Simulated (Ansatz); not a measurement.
# HfNb2O5: the cost of one run

Computed with Ansatz 0.2.0 (DFT PBE, scalar-relativistic, plane waves, PAW, unless a step names another level, unless a step's input says otherwise).

5 further runs of the same task are left out: 4 that didn't finish, 1 set aside as unsound or not needed.

**1. The structure to begin with**

It takes space group Cmcm (No. 63, orthorhombic). The conventional cell has a = 3.921 Å, b = 9.765 Å, c = 11.291 Å, α = 90.00°, β = 90.00°, γ = 90.00°. Hf (site symmetry m2m) has 6 O at 2.01 to 2.24 Å as nearest neighbours. Nb (site symmetry m) has 4 O at 2.01 to 2.08 Å as nearest neighbours. O (site symmetry m) is surrounded by 1 Hf at 2.01 Å and 2 Nb at 2.01 to 2.08 Å. Around O (site symmetry m) lie 2 Nb at 2.07 Å and 1 Hf at 2.24 Å. Around O (site symmetry m2m) lie 2 Hf at 2.06 Å.

Coordinates:

```xyz
16
Lattice="1.9605 -4.8826 0.0000 1.9605 4.8826 0.0000 0.0000 0.0000 11.2910" Properties=species:S:1:pos:R:3 pbc="T T T"
Hf    1.9605   -2.7700    8.4682
Hf    1.9605    2.7700    2.8227
Nb    1.9605    3.6981    6.0696
Nb    1.9605    3.6981   10.8669
Nb    1.9605   -3.6981    0.4241
Nb    1.9605   -3.6981    5.2214
O     1.9605   -4.2891    7.1467
O     1.9605   -4.2891    9.7898
O     1.9605    4.2891    1.5012
O     1.9605    4.2891    4.1443
O     1.9605   -1.6857   10.4290
O     1.9605   -1.6857    6.5075
O     1.9605    1.6857    4.7835
O     1.9605    1.6857    0.8620
O     1.9605    2.7563    8.4682
O     1.9605   -2.7563    2.8227
```

It came out lowest among 14 distinct ends of the trial cells. At a tolerance of 0.05 Å it has space group Cmcm (No. 63).

**2. Electronic structure at the relaxed geometry**

File input.yaml:

```yaml
crystal:
  lattice:
    - [1.9605255085, -4.8826225507, 0.0]
    - [1.9605255085, 4.8826225507, 0.0]
    - [0.0, 0.0, 11.2909877061]
  atoms:
    - { symbol: Hf, position: [0.7836554835, 0.2163445165, 0.75] }
    - { symbol: Hf, position: [0.2163445165, 0.7836554835, 0.25] }
    - { symbol: Nb, position: [0.1212988996, 0.8787011004, 0.5375634809] }
    - { symbol: Nb, position: [0.1212988996, 0.8787011004, 0.9624365191] }
    - { symbol: Nb, position: [0.8787011004, 0.1212988996, 0.0375634809] }
    - { symbol: Nb, position: [0.8787011004, 0.1212988996, 0.4624365191] }
    - { symbol: O, position: [0.9392257244, 0.0607742756, 0.6329526974] }
    - { symbol: O, position: [0.9392257244, 0.0607742756, 0.8670473026] }
    - { symbol: O, position: [0.0607742756, 0.9392257244, 0.1329526974] }
    - { symbol: O, position: [0.0607742756, 0.9392257244, 0.3670473026] }
    - { symbol: O, position: [0.6726264911, 0.3273735089, 0.9236536076] }
    - { symbol: O, position: [0.6726264911, 0.3273735089, 0.5763463924] }
    - { symbol: O, position: [0.3273735089, 0.6726264911, 0.4236536076] }
    - { symbol: O, position: [0.3273735089, 0.6726264911, 0.0763463924] }
    - { symbol: O, position: [0.2177394164, 0.7822605836, 0.75] }
    - { symbol: O, position: [0.7822605836, 0.2177394164, 0.25] }
basis:
  ecutwfc: 420
kpoints:
  mp_grid: { grid: [8, 8, 4] }
  band_path:
    path:
      - [[0.0, 0.0, 0.0], [-0.5, 0.5, 0.0], [-0.29030684, 0.70969316, 0.0]]
      - [[0.29030684, 0.29030684, 0.0], [0.0, 0.0, 0.0], [0.0, 0.0, 0.5], [0.29030684, 0.29030684, 0.5]]
      - [[-0.29030684, 0.70969316, 0.5], [-0.5, 0.5, 0.5], [-0.5, 0.5, 0.0]]
      - [[0.0, 0.0, 0.0], [0.0, 0.5, 0.0], [0.0, 0.5, 0.5], [0.0, 0.0, 0.5], [-0.5, 0.5, 0.5]]
    npoints: 10
hamiltonian:
  xc: pbe
scf:
  occupations: { method: gaussian, width: 0.1 }
  n_extra_bands: 40
output:
  forces: true
  stress: true
  eigenvalues: true
  populations: true
  dos: { projected: true, de: 0.02, nscf_kmesh: { grid: [10, 10, 5] } }
  bader: false
```

On the command line:

```bash
> ansatz run input.yaml --threads 1 --pin off --max-ram 2560MiB --backend cpu --events-out ev --progress --plain --runs-dir out
```

Q: Estimate wall time and peak memory on 1 thread of Intel Xeon at 2.50GHz (Skylake/Cascade Lake), shared host.

About 9.3 min, with a peak of 2 GiB.
